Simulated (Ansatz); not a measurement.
# TiPd: how the settings move a single-point run

Aim: see which settings change the result for TiPd, by how much, and at what cost.

Method: reference: DFT, r2SCAN, all-electron PAW with datasets made for the crystal, scalar-relativistic, in Ansatz 0.2.0.

### Step 1. The structure to begin with

The structure is cubic, space group Pm-3m (No. 221). The conventional cell has a = 3.156 Å, b = 3.156 Å, c = 3.156 Å, α = 90.00°, β = 90.00°, γ = 90.00°. Around Ti (site symmetry m-3m) lie 8 Pd at 2.73 Å. Pd (site symmetry m-3m) is surrounded by 8 Ti at 2.73 Å.

Coordinates:

```cif
data_structure
_symmetry_space_group_name_H-M 'P 1'
_symmetry_Int_Tables_number 1
_cell_length_a 3.1561
_cell_length_b 3.1561
_cell_length_c 3.1561
_cell_angle_alpha 90.000
_cell_angle_beta 90.000
_cell_angle_gamma 90.000
_cell_volume 31.44
loop_
_atom_site_label
_atom_site_type_symbol
_atom_site_fract_x
_atom_site_fract_y
_atom_site_fract_z
_atom_site_occupancy
Ti1 Ti 0.50000 0.50000 0.50000 1
Pd1 Pd 0.00000 0.00000 0.00000 1
```

### Step 2. Baseline

input.yaml reads:

```yaml
crystal:
  lattice:
    - [3.1560728694, 0.0, 0.0]
    - [0.0, 3.1560728694, 0.0]
    - [0.0, 0.0, 3.1560728694]
  atoms:
    - { symbol: Ti, position: [0.5, 0.5, 0.5] }
    - { symbol: Pd, position: [0.0, 0.0, 0.0] }
kpoints:
  mp_grid: { grid: [13, 13, 13] }
scf:
  occupations: { method: fermi_dirac, width: 0.05 }
hamiltonian:
  xc: r2scan
  pseudopotentials: { kind: all_electron, datasets: crystal }
output:
  forces: true
  stress: true
  eigenvalues: true
  efg: { contact_densities: true }
```

The run is started by

```sh
$ ansatz run input.yaml --threads 1 --pin off --max-ram 2048MiB --backend cpu --events-out ev --progress --plain --runs-dir out
```

Excerpt of the output:

```text
[...]
Basis set: ecut = 260 eV, 305 PW (Γ), exchange–correlation on 72×72×72 points (27 copies of the dense FFT grid, shifted against one another)
[...]
k-points: 84 of 2197
[...]
SCF iter   1: F=—  HF=-160566.473639 eV  |F-HF|=—  |Δ(HF+E_count)|=         —  Δρ=9.40e-2  dr2=2.80e0  dr2_τ=8.86e-3  ethr=8.93e-3  ⟨swp⟩=2.0  Hψ=8664  notcnv=0
preconditioner: auto → none  [metal: Δε(μ)=0.032 eV  Ē_g=6.877 eV  σ=0.050 eV  W_gap=0.16  n_scr=6 (ndim 8)  ℏωp=24.8 eV  f_vac=0.000  D(μ)=2.20/eV (n_scr^D=26)  sad-step TF]
SCF iter   2: F=—  HF=-160565.802253 eV  |F-HF|=—  |Δ(HF+E_count)|=   6.71e-1  Δρ=3.45e-2  dr2=4.16e-1  dr2_τ=2.64e-3  ethr=8.93e-3  ⟨swp⟩=2.7  Hψ=3610  notcnv=0
[...]
SCF iter  10: F=—  HF=-160565.829876 eV  |F-HF|=—  |Δ(HF+E_count)|=   4.17e-7  Δρ=2.52e-5  dr2=2.30e-7  dr2_τ=3.82e-10  ethr=9.30e-9  ⟨swp⟩=2.6  Hψ=3150  notcnv=0
SCF iter  11: F=-160565.829876 eV  HF=-160565.829876 eV  |F-HF|=4.88e-8  |Δ(HF+E_count)|=   2.17e-8  Δρ=1.16e-5  dr2=5.48e-8  dr2_τ=1.74e-10  ethr=7.68e-10  ⟨swp⟩=2.5  Hψ=3175  notcnv=0
[...]
SCF converged after 11 iterations
Free energy (F): -160565.829873 eV
[...]
E sigma→0 (E₀):  -160565.819095 eV
[...]
Fermi energy:    18.432008 eV
[...]
  P = ⅓ Tr σ = -0.0508 GPa (-0.508 kbar)
[...]
```

It took 18 s on 1 thread of Arm Neoverse V2, shared host; peak memory 0.68 GiB.

### Step 3. Variant: mp_grid.grid [9, 9, 9], occupations.method gaussian, occupations.width 0.15

Edit input.yaml of step 2 so:

```diff
@@ -9,5 +9,5 @@
 kpoints:
-  mp_grid: { grid: [13, 13, 13] }
+  mp_grid: { grid: [9, 9, 9] }
 scf:
-  occupations: { method: fermi_dirac, width: 0.05 }
+  occupations: { method: gaussian, width: 0.15 }
 hamiltonian:
```

The run is started by

```sh
$ ansatz run input.yaml --threads 1 --pin off --max-ram 2048MiB --backend cpu --events-out ev --progress --plain --runs-dir out
```

The program printed:

```text
hamiltonian.pseudopotentials.datasets: crystal makes datasets for this crystal and solves the spheres of its atoms anew in each pass: cutoff 260.0 eV, the density's 1820.0 eV; for an error of 0.50 meV an atom under PBE, 1.0 meV for the cell; an energy difference from a run of another recipe may be off by several times the error for the cell, under r2SCAN by more, where some 0.1 meV an atom stays at smaller errors; Ti in spheres of 1.355 Å, 12 of its electrons in bands; Pd in spheres of 1.376 Å, 18 of its electrons in bands
band count auto-derived: 21 (N_el = 30.0; filled up to band 15; 19 by the electrons, moments and atoms)
Pd: output.efg is read without spin–orbit coupling, which moves field gradients at and beside such atoms by some per cent and up to a factor of two; PAW files take it under magnetization.noncollinear and magnetization.spin_orbit
Engine: ansatz 0.2.0
Pseudopotentials: kind: all_electron
Pseudopotential: Ti, paw, valence charge 12, recommended cutoff 260 eV (normal), Koelling and Harmon's equation, gaussian nucleus
Pseudopotential: Pd, paw, valence charge 18, recommended cutoff 260 eV (normal), Koelling and Harmon's equation, gaussian nucleus
Functional definition: r2SCAN
  parameter k0 = 0.174
  parameter k1 = 0.065
  parameter a1 = 4.9479
  exchange = r2scan_x(k0 = k0, k1 = k1, a1 = a1)
  correlation = r2scan_c
Crystal: 2 atoms, lattice volume = 31.437 Å³
Basis set: ecut = 260 eV, 305 PW (Γ), exchange–correlation on 72×72×72 points (27 copies of the dense FFT grid, shifted against one another)
Bands: 21, of which v1, the nominal top of the filled ones, is band 15 counted from 1 (14 counted from 0)
Symmetry: 48 space group operations
Space group: Pm-3m (ITA 221), of the structure as read, at distance tolerance 3.2e-5 Å
k-points: 35 of 729
Non-local potential: Ti, projectors of the file, l = 0: 2, l = 1: 2, l = 2: 2
Non-local potential: Pd, projectors of the file, l = 0: 2, l = 1: 2, l = 2: 2
PAW form: soft (Blöchl's): semilocal exchange-correlation on the pseudo side does not see the compensation charge
PAW one-centre angular grid: Ti, 590 points (default); XC on its mesh's 1947 points in the sphere
PAW one-centre angular grid: Pd, 590 points (default); XC on its mesh's 1877 points in the sphere
Initial density: superposition of atomic densities (neutral atoms: chi_scale 0, normalization atom)
Initial wavefunctions: pseudopotential atomic-orbital guess
Functional: x = r2scan, c = r2scan; τ floored in thin density (d = 2e-4 eV/Å³)
iter 1 solved again at ethr=9.17e-3 eV; its pass at ethr=1.00e-1 eV (dr2=2.75e0 eV) is discarded
SCF iter   1: F=—  HF=-160566.477419 eV  |F-HF|=—  |Δ(HF+E_count)|=         —  Δρ=9.51e-2  dr2=2.88e0  dr2_τ=9.14e-3  ethr=9.17e-3  ⟨swp⟩=2.0  Hψ=3624  notcnv=0
preconditioner: auto → none  [metal: Δε(μ)=0.050 eV  Ē_g=6.878 eV  σ=0.150 eV  W_gap=0.19  n_scr=6 (ndim 8)  ℏωp=24.8 eV  f_vac=0.000  D(μ)=2.98/eV (n_scr^D=32)  sad-step TF]
SCF iter   2: F=—  HF=-160565.803641 eV  |F-HF|=—  |Δ(HF+E_count)|=   6.74e-1  Δρ=3.39e-2  dr2=4.06e-1  dr2_τ=2.96e-3  ethr=9.17e-3  ⟨swp⟩=2.7  Hψ=1507  notcnv=0
SCF iter   3: F=—  HF=-160565.832458 eV  |F-HF|=—  |Δ(HF+E_count)|=   2.88e-2  Δρ=2.95e-2  dr2=3.91e-1  dr2_τ=2.01e-3  ethr=1.35e-3  ⟨swp⟩=3.2  Hψ=1900  notcnv=0
SCF iter   4: F=—  HF=-160565.996108 eV  |F-HF|=—  |Δ(HF+E_count)|=   1.64e-1  Δρ=5.03e-2  dr2=1.28e0  dr2_τ=5.79e-3  ethr=1.30e-3  ⟨swp⟩=3.5  Hψ=1853  notcnv=0  recentre
iter 5 solved again at ethr=1.31e-5 eV; its pass at ethr=1.30e-3 eV (dr2=3.93e-3 eV) is discarded
SCF iter   5: F=—  HF=-160565.811572 eV  |F-HF|=—  |Δ(HF+E_count)|=   1.85e-1  Δρ=4.31e-3  dr2=4.08e-3  dr2_τ=5.38e-5  ethr=1.31e-5  ⟨swp⟩=2.4  Hψ=3257  notcnv=0
SCF iter   6: F=—  HF=-160565.823710 eV  |F-HF|=—  |Δ(HF+E_count)|=   1.21e-2  Δρ=4.50e-3  dr2=5.68e-3  dr2_τ=2.33e-5  ethr=1.31e-5  ⟨swp⟩=3.0  Hψ=1564  notcnv=0
SCF iter   7: F=—  HF=-160565.831480 eV  |F-HF|=—  |Δ(HF+E_count)|=   7.77e-3  Δρ=9.92e-4  dr2=3.61e-4  dr2_τ=1.72e-5  ethr=1.31e-5  ⟨swp⟩=3.1  Hψ=1437  notcnv=0
SCF iter   8: F=—  HF=-160565.831399 eV  |F-HF|=—  |Δ(HF+E_count)|=   8.03e-5  Δρ=1.28e-4  dr2=1.75e-6  dr2_τ=6.04e-8  ethr=1.20e-6  ⟨swp⟩=2.3  Hψ=1568  notcnv=0
SCF iter   9: F=—  HF=-160565.831402 eV  |F-HF|=—  |Δ(HF+E_count)|=   2.95e-6  Δρ=8.04e-5  dr2=2.37e-6  dr2_τ=1.34e-8  ethr=5.85e-9  ⟨swp⟩=3.2  Hψ=1700  notcnv=0
SCF iter  10: F=-160565.831402 eV  HF=-160565.831402 eV  |F-HF|=2.13e-8  |Δ(HF+E_count)|=   2.67e-7  Δρ=8.50e-6  dr2=2.39e-8  dr2_τ=1.16e-10  ethr=5.85e-9  ⟨swp⟩=2.1  Hψ=1290  notcnv=0
SCF 1 converged in 10 iterations: F = -160565.831399 eV  dr2 = 2.39e-8
  Residual-converged pass: ⟨swp⟩=4.0  Hψ=1974  notcnv=0  max |occ|·‖R‖ = 5.2e-6 eV (tolerance 5.3e-6 eV)  dr2=2.59e-8  dr2_τ=1.23e-10  dr2_onsite=2.10e-8  max |Δocc| = 2.6e-9
SCF converged after 10 iterations
Free energy (F): -160565.831399 eV
Harris-Foulkes:  -160565.831399 eV  (|F-HF|=2.13e-8)
Internal energy: -160565.791527 eV  (E = F + TS)
E sigma→0 (E₀):  -160565.811463 eV
Entropy (-TS):   -0.039872 eV (-19.936 meV/atom)
Past the cutoff: the bands carry plane waves up to 2.50 times it, of which those up to 1.5 times it add -0.001056 eV an atom, each by itself; the spheres take 0.001248 eV an atom off the energy for waves past 2.50 times it
Past the cutoffs: a stress includes 0.0106 GPa for waves and charges beyond them, in addition to the slope of what the spheres take
In the spheres:  the bands' charges fall short by 2.1e-6 e at most (sound up to 1e-3)
Fermi energy:    18.476004 eV
--- Per-component energies (eV) ---
  The terms above E_closure are by the made datasets' own strengths, without shells solved beside the bands.
--- Forces (eV/Å), atoms counted from 1 ---
  atom   1  Ti     0.00000000    -0.00000000     0.00000000
  atom   2  Pd    -0.00000000     0.00000000     0.00000000
  max |Σ_I F_I| component: 1.38e-30 eV/Å
--- Stress (GPa, compression-positive) ---
       -0.180425      -0.000000       0.000000
       -0.000000      -0.180425       0.000000
        0.000000       0.000000      -0.180425
  P = ⅓ Tr σ = -0.1804 GPa (-1.804 kbar)
--- PAW observables at the nuclei: V_zz in 10²¹ V/m², potentials from the cell's mean, atoms counted from 1 ---
  atom   1  Ti V_zz =    +0.000000   η = 0.0000   by run symmetry: forbidden
            electrostatic potential = -2534.793996 V   contact ρ = 56748.301190 e/Å³
  atom   2  Pd V_zz =    -0.000000   η = 0.0000   by run symmetry: forbidden
            electrostatic potential = -7252.144160 V   contact ρ = 864294.585862 e/Å³
--- Band table (eV; the first three rows and the last of 35) ---
  k-point 0: bands = ["-69.2245", "-41.5752", "-34.0827", "-34.0827", "-34.0827", "-16.6588", "-16.6588", "-16.6588", "10.5918", "12.8843", "12.8843", "15.1606", "15.1606", "15.1606", "18.9564", "18.9564", "20.6787", "20.6787", "20.6787"]
  k-point 1: bands = ["-69.2242", "-41.5737", "-34.0883", "-34.0821", "-34.0821", "-16.6799", "-16.6578", "-16.6578", "10.8280", "12.9714", "13.0208", "15.1172", "15.1172", "15.2028", "18.8160", "19.0019", "20.3781", "20.3781", "20.6100"]
  k-point 2: bands = ["-69.2233", "-41.5700", "-34.1024", "-34.0806", "-34.0806", "-16.7331", "-16.6554", "-16.6554", "11.4905", "13.2115", "13.3942", "15.0104", "15.0104", "15.3144", "18.4409", "19.0507", "19.7555", "19.7555", "20.4318"]
  k-point 34: bands = ["-69.2158", "-41.5314", "-34.1241", "-34.1240", "-34.1240", "-16.7946", "-16.7946", "-16.7937", "13.6244", "13.7058", "13.7058", "15.9283", "15.9283", "16.4807", "17.0780", "17.0780", "20.8561", "20.8561", "25.0965"]
```

It took 8.9 s on 1 thread of Arm Neoverse V2, shared host; peak memory 0.59 GiB.

Changing the k-point mesh and smearing moves the energy by +3.8 meV/atom (σ→0 values). More than one kind of setting changed, and this run alone doesn't tell their shares apart. Cost: 10 SCF cycles against 11, 8.9 s against 18 s. The variant is not converged in its settings.

### Step 4. Comparison

```csv
run,ending,energy change,pressure (GPa),gap (eV),force (eV/Å),cycles,time
reference,converged,0,-0.1,0.00,0.00,11,18 s
"1: mp_grid.grid [9, 9, 9], occupations.method gaussian, occupations.width 0.15",converged,+3.8 meV/atom (σ→0),-0.2,0.00,0.00,10,8.9 s
```

Residual by cycle in the longest SCF loop of each run; runs are numbered as in the table. The quantity is the density residual dr2, in eV.

```csv
cycle,reference,run 1
1,2.8,2.88
2,0.416,0.406
3,0.317,0.391
4,1.23,1.28
5,0.00752,0.00408
6,0.00395,0.00568
7,0.00267,3.6e-4
8,3.0e-5,1.7e-6
9,2.8e-6,2.4e-6
10,2.3e-7,2.4e-8
11,5.5e-8,-
```

Changing the k-point mesh and smearing moves the energy by +3.8 meV/atom (σ→0 values). More than one kind of setting changed, and this run alone doesn't tell their shares apart. Cost: 10 SCF cycles against 11, 8.9 s against 18 s.
